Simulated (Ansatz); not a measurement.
# CH6BNSi: a ladder of functionals and wavefunction methods

The task here is to estimate one member of a computed series from the others.

The runs use Ansatz 0.2.0, Gaussian basis; functionals in def2-TZVPP, the program's frozen cores in correlated methods.

Plan: LDA (SPW92), PBE-D4, revPBE-D4, BLYP-D4, r2SCAN-D4, B97M-V, PBE0-D4, B3LYP-D4, r2SCANh-D4, r2SCAN0-D4, HSE06-D4, BHLYP-D4, CAM-B3LYP-D4, LC-ωPBE, ωB97X-V, ωB97M-V, B2PLYP, PBE-QIDH; CCSD(T)/def2-SVP; CCSD(T)/def2-TZVPP; MP2/def2-QZVPP; extrapolation to the limit; RPA on PBE.

### The geometry

All runs share one geometry, relaxed beforehand with PBE0-D4 in a triple-zeta def2 set.

10 atoms, charge 0, spin multiplicity 1.

Atoms are counted from 1 here; the program's logs count them from 0.

Bond lengths: B1–C2 1.503 Å, B1–Si4 2.029 Å, B1–H5 1.207 Å, B1–H6 1.207 Å, C2–N3 1.162 Å, N3–H7 0.996 Å, Si4–H8 1.494 Å, Si4–H9 1.493 Å, Si4–H10 1.489 Å. Angles: C2–B1–Si4 104.7°, C2–B1–H5 108.9°, C2–B1–H6 108.8°, Si4–B1–H5 109.2°, Si4–B1–H6 109.2°, H5–B1–H6 115.5°, B1–C2–N3 179.7°, C2–N3–H7 161.3°, B1–Si4–H8 113.0°, B1–Si4–H9 113.0°, B1–Si4–H10 109.5°, H8–Si4–H9 106.3°, H8–Si4–H10 107.4°, H9–Si4–H10 107.4°.

Set-up of the first run:

File in.yaml:

```yaml
crystal:
  periodic: [false, false, false]
  atoms:
    - {symbol: B, position_ang: [-0.121470, 0.863249, -0.443554]}
    - {symbol: C, position_ang: [-1.069991, -0.242272, -0.813842]}
    - {symbol: N, position_ang: [-1.800262, -1.101471, -1.095876]}
    - {symbol: Si, position_ang: [1.126583, 0.033509, 0.924690]}
    - {symbol: H, position_ang: [0.512746, 1.176985, -1.421430]}
    - {symbol: H, position_ang: [-0.746184, 1.754778, 0.077791]}
    - {symbol: H, position_ang: [-2.241341, -1.994509, -1.122925]}
    - {symbol: H, position_ang: [1.885254, -1.135755, 0.388192]}
    - {symbol: H, position_ang: [0.414152, -0.453514, 2.143593]}
    - {symbol: H, position_ang: [2.123813, 1.047799, 1.366159]}
basis:
  gaussian: {orbitals: def2-TZVPP}
hamiltonian: {xc: lda}
output: {orbitals: {seedname: orbitals}}
```

The run is started by

```console
$ ansatz run in.yaml --threads 2 --pin off --events-out ev --progress --plain --max-ram 4352MiB
```

Among the steps run: LDA; PBE-D4 (GGA); revPBE-D4 (GGA); BLYP-D4 (GGA); r2SCAN-D4 (meta-GGA); B97M-V (meta-GGA); PBE0-D4 (hybrid); B3LYP-D4 (hybrid); r2SCANh-D4 (hybrid); r2SCAN0-D4 (hybrid); HSE06-D4 (hybrid); BHLYP-D4 (hybrid); CAM-B3LYP-D4 (range-separated); LC-ωPBE (range-separated); ωB97X-V (range-separated); ωB97M-V (range-separated); B2PLYP (double hybrid); PBE-QIDH (double hybrid).

One of the session's tables, all rows but one given; the rest of the session is left out.

It belongs to the step «Frontier levels by functional». 

```
  functional  HOMO (eV)  gap (eV)
 LDA (SPW92)      -6.57      4.52
      PBE-D4      -6.44      4.56
   revPBE-D4      -6.39      4.58
     BLYP-D4      -6.29      4.50
   r2SCAN-D4      -6.66      5.01
      B97M-V      -6.77      5.06
     PBE0-D4      -7.49      6.54
    B3LYP-D4      -7.30      6.08
  r2SCANh-D4      -7.05      5.74
  r2SCAN0-D4      -7.64      6.84
    HSE06-D4          ?         ?
    BHLYP-D4      -8.45      8.50
CAM-B3LYP-D4      -8.72      8.83
     LC-ωPBE      -9.99     11.24
     ωB97X-V      -9.67     10.86
     ωB97M-V      -9.50     10.54
```

Q: Estimate the row for HSE06-D4 from the others.

The run gave: HOMO (eV): -7.10; gap (eV): 5.77. In the column «HOMO (eV)» it lies between B3LYP-D4 (-7.30) and r2SCANh-D4 (-7.05).
